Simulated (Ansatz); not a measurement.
# DyAgH2: the cost of one run

Method: DFT PBE, scalar-relativistic, plane waves, PAW; 4f electrons in the core of a trivalent norm-conserving potential, unless a step names another level, in Ansatz 0.2.0.

11 further runs of the same task are left out: 2 that didn't finish, 9 set aside as unsound or not needed.

### Step 1. What the formula suggests

Pauling electronegativities: Dy 1.22, Ag 1.93, H 2.20 (spread 0.98). No set of common oxidation states balances it. Tabulated atomic sizes suggest about 15 Å³/atom. 20 candidates were drawn, by swapping species into database cells of other compounds, at random by space group and Wyckoff sites, or by hand, as the table says:

```
name                 made from  space group no.           Wyckoff sites  atoms (primitive cell)  V (Å³/atom)
 c01                    random              129      Dy 2c; Ag 2c; H 4e                       8         16.6
 c02                    random              139      Dy 4e; Ag 4d; H 8i                       8         16.9
 c03                    random              191      Dy 1a; Ag 1b; H 2c                       4         15.3
 c04                    random              127      Dy 2c; Ag 2d; H 4g                       8         15.5
 c05                    random              123      Dy 1a; Ag 1d; H 2e                       4         16.1
 c06                    random              187  Dy 1a; Ag 1d; H 1e, 1f                       4         18.6
 c07  database cell of YbGa2Pd               63      Dy 4c; Ag 4c; H 8f                       8         15.4
 c09  database cell of Ti2CuNi               25  Dy 1a; Ag 1b; H 1c, 1d                       4         16.6
 c10                    random               99      Dy 1b; Ag 1b; H 2c                       4         17.1
 c11                    random               70     Dy 8a; Ag 8b; H 16f                       8         17.7
 c12   database cell of BaCuS2              129  Dy 2c; Ag 2c; H 2b, 2c                       8         14.5
 c13  database cell of CaSiNi2              194      Dy 2c; Ag 2a; H 4f                       8         17.8
 c14   database cell of BaEuS2              123  Dy 1d; Ag 1a; H 1b, 1c                       4         16.4
 c15  database cell of LaSb2Au              129  Dy 2c; Ag 2a; H 2c, 2b                       8         14.2
 c16  database cell of NdAgAs2               59  Dy 2a; Ag 2b; H 2a, 2b                       8         13.6
 c17  database cell of InCuPt2              123      Dy 1c; Ag 1a; H 2e                       4         13.5
 c18                    random              123      Dy 1c; Ag 1d; H 2g                       4         17.4
 c19  database cell of CuSnPd2              123      Dy 1a; Ag 1c; H 2e                       4         13.7
 c20  database cell of NdInCo2               51  Dy 2f; Ag 2e; H 2a, 2f                       8         15.5
 c21   database cell of GdRuC2               63      Dy 4c; Ag 4a; H 8g                       8         12.5
```

### Step 2. Screening run of c07

Input file input.yaml:

```yaml
crystal:
  lattice:
    - [2.0735599, -4.61391923, 0.0]
    - [2.0735599, 4.61391923, 0.0]
    - [0.0, 0.0, 6.43686541]
  atoms:
    - { symbol: Dy, position: [0.58362599, 0.41637401, 0.75] }
    - { symbol: Dy, position: [0.41637401, 0.58362599, 0.25] }
    - { symbol: Ag, position: [0.296416, 0.703584, 0.75] }
    - { symbol: Ag, position: [0.703584, 0.296416, 0.25] }
    - { symbol: H, position: [0.86743899, 0.13256101, 0.55624199] }
    - { symbol: H, position: [0.13256101, 0.86743899, 0.05624199] }
    - { symbol: H, position: [0.13256101, 0.86743899, 0.44375801] }
    - { symbol: H, position: [0.86743899, 0.13256101, 0.94375801] }
basis:
  ecutwfc: 630
kpoints:
  mp_grid: { grid: [4, 4, 3] }
hamiltonian:
  xc: pbe
  pseudopotentials:
    kind: paw
    azcp: { Dy: "pseudopotentials/pbe/nc/lanthanide_3plus/Dy.nc.azcp" }
scf:
  occupations: { method: gaussian, width: 0.2 }
  lower_state_search: "off"
output:
  forces: true
  stress: true
  eigenvalues: true
relax:
  adjacent_minimum: "off"
  f_tol: 0.08
  max_steps: 16
  cell: { stress_tol: 0.8 }
```

The run is started by

```sh
> ansatz run input.yaml --threads 1 --pin off --max-ram 2816MiB --backend cpu --events-out ev --progress --plain --runs-dir out
```

Q: Estimate wall time and peak memory on 1 thread of Arm Neoverse V2, shared host.

About 1.7 min, with a peak of 0.48 GiB.
